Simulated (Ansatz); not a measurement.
# Ga16As15C: the cost of one run

Program: Ansatz 0.2.0. Level of theory: DFT LDA, scalar-relativistic, plane waves, PAW. These are calculated values, not measurements.

10 further runs of the same task are left out: 10 set aside as unsound or not needed.

**1. The structure to begin with**

The structure is cubic, space group F-43m (No. 216). Conventional cell: a = 5.438 Å, b = 5.438 Å, c = 5.438 Å, α = 90.00°, β = 90.00°, γ = 90.00°. Ga (site symmetry -43m) is surrounded by 4 P at 2.35 Å. P (site symmetry -43m) is surrounded by 4 Ga at 2.35 Å.

Coordinates:

```cif
data_structure
_symmetry_space_group_name_H-M 'P 1'
_symmetry_Int_Tables_number 1
_cell_length_a 3.8456
_cell_length_b 3.8456
_cell_length_c 3.8456
_cell_angle_alpha 60.000
_cell_angle_beta 60.000
_cell_angle_gamma 60.000
_cell_volume 40.21
loop_
_atom_site_label
_atom_site_type_symbol
_atom_site_fract_x
_atom_site_fract_y
_atom_site_fract_z
_atom_site_occupancy
Ga1 Ga 0.00000 0.00000 0.00000 1
P1 P 0.75000 0.75000 0.75000 1
```

It goes back to an entry of the Materials Project.

It is the result of an earlier relaxation at this level (volume 20.11 Å³/atom; gap on the mesh: 1.50 eV).

The host's static dielectric tensor, from an earlier linear-response run, has a mean of 15.83.

The perfect supercell (rows 1 -3 1; -3 1 1; 1 1 -3 in vectors of this cell) was computed beforehand with the same settings: E(σ→0) = -71744.8841 eV for 32 atoms, gap 2.18 eV on its own mesh.

**2. Setting up the defect**

The atom at (0.500, 0.000, 0.250) of the supercell is replaced. A small random displacement (spread 0.06 Å) lets the symmetry of the site break.

**3. Relaxing the defect, charge 0**

input.yaml reads:

```yaml
crystal:
  lattice:
    - [-5.603381592, 5.603381592, -5.603381592]
    - [5.603381592, -5.603381592, -5.603381592]
    - [-5.603381592, -5.603381592, 5.603381592]
  atoms:
    - { symbol: Ga, position: [0.2506187977, 0.746057095, 0.0011844278], spin: 0.2 }
    - { symbol: Ga, position: [0.0, 0.75, 0.25] }
    - { symbol: Ga, position: [0.75, 0.75, 0.5] }
    - { symbol: Ga, position: [0.5, 0.5, 0.0] }
    - { symbol: Ga, position: [0.5, 0.75, 0.75] }
    - { symbol: Ga, position: [0.25, 0.5, 0.25] }
    - { symbol: Ga, position: [0.0, 0.5, 0.5] }
    - { symbol: Ga, position: [0.75, 0.25, 0.0] }
    - { symbol: Ga, position: [0.75, 0.5, 0.75] }
    - { symbol: Ga, position: [0.5159169059, 0.2517556327, 0.2642499836], spin: 0.2 }
    - { symbol: Ga, position: [0.25, 0.25, 0.5] }
    - { symbol: Ga, position: [0.0, 0.0, 0.0] }
    - { symbol: Ga, position: [0.0, 0.25, 0.75] }
    - { symbol: Ga, position: [0.7582521766, 0.0072918816, 0.2604499896], spin: 0.2 }
    - { symbol: Ga, position: [0.493227895, 0.0041259271, 0.492165186], spin: 0.2 }
    - { symbol: Ga, position: [0.25, 0.0, 0.75] }
    - { symbol: C, position: [0.5032972921, 0.0039852167, 0.2433029307], spin: 0.2 }
    - { symbol: As, position: [0.25, 1.0, 0.5] }
    - { symbol: As, position: [1.0, 1.0, 0.75] }
    - { symbol: As, position: [0.75, 0.75, 0.25] }
    - { symbol: As, position: [0.75, 1.0, 1.0] }
    - { symbol: As, position: [0.5, 0.75, 0.5] }
    - { symbol: As, position: [0.25, 0.75, 0.75] }
    - { symbol: As, position: [0.0, 0.5, 0.25] }
    - { symbol: As, position: [1.0, 0.75, 1.0] }
    - { symbol: As, position: [0.75, 0.5, 0.5] }
    - { symbol: As, position: [0.5, 0.5, 0.75] }
    - { symbol: As, position: [0.25, 0.25, 0.25] }
    - { symbol: As, position: [0.25, 0.5, 0.0] }
    - { symbol: As, position: [1.0, 0.25, 0.5] }
    - { symbol: As, position: [0.75, 0.25, 0.75] }
    - { symbol: As, position: [0.5, 0.25, 0.0] }
  host:
    lattice:
      - [0.0, 2.801690796, 2.801690796]
      - [2.801690796, 0.0, 2.801690796]
      - [2.801690796, 2.801690796, 0.0]
    atoms:
      - { symbol: Ga, position: [0.0, 0.0, 0.0] }
      - { symbol: As, position: [0.75, 0.75, 0.75] }
basis:
  ecutwfc: 420
  xc_grid: 2
kpoints:
  mp_grid: { grid: [3, 3, 3], shift: [0.0, 0.0, 0.0] }
hamiltonian:
  xc: lda
scf:
  occupations: { method: gaussian, width: 0.02 }
output:
  forces: true
  stress: false
  eigenvalues: true
  populations: true
  charged_corrections:
    defect_position: [0.5, 0.0, 0.25]
    epsilon: [[15.8256, 0.0, 0.0], [0.0, 15.8256, 0.0], [0.0, 0.0, 15.8256]]
magnetization:
  spin_polarized: true
relax:
  adjacent_minimum: "off"
  f_tol: 0.025
  max_steps: 45
```

Run with:

```
$ ansatz run input.yaml --threads 4 --pin off --max-ram 8192MiB --backend cpu --events-out ev --progress --plain --runs-dir out
```

What time and memory should one allow on 4 threads of Intel Xeon at 2.70GHz, shared host?

About 30 min, with a peak of 5.7 GiB.
